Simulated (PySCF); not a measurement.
# C6H14S (tert-butyl ethyl sulfide): the cost of one run

Programs: PySCF 2.14.0, with routines of our own; each step states its level. All values are computed. Atoms count from 0.

### 1 The starting structure

21 atoms, charge 0, multiplicity 1; geometry from: GFN2-xTB.

### 2 Geometry optimisation at PBE0-D3(BJ)/def2-SVP

The job: settings as JSON, then the geometry in Å.

```
{"job": {"xc": "PBE0", "basis": "def2-SVP", "d3": "d3bj", "grid": 2, "kind": "geom"}, "charge": 0, "multiplicity": 1}
C      3.163846    -0.291070     0.704913
C      1.775152    -0.531741     0.143385
S      0.631364     0.717028     0.838113
C     -1.005595     0.298340     0.065718
C     -1.971275     1.333721     0.635319
C     -0.917702     0.432032    -1.448415
C     -1.430014    -1.105033     0.476393
H      3.151782    -0.371462     1.789233
H      3.861180    -1.024890     0.304934
H      3.509412     0.705546     0.440485
H      1.775530    -0.428739    -0.941556
H      1.412295    -1.520914     0.421836
H     -1.648033     2.337964     0.371983
H     -2.007631     1.261051     1.719701
H     -2.971855     1.171772     0.238821
H     -0.272279    -0.332211    -1.875778
H     -1.908330     0.318473    -1.885716
H     -0.528952     1.410651    -1.720810
H     -2.446149    -1.297306     0.135621
H     -0.780048    -1.858479     0.036825
H     -1.401618    -1.207790     1.558887
```

On the command line:

```
$ OMP_NUM_THREADS=1 python excited_run.py task.json out
```

The driver reads the jobs from task.json and runs them one after another.

Q: Estimate the wall time and peak memory of this first job on 1 thread of AMD EPYC 9R14, shared host.

About 45 s, with a peak of 0.8 GiB.
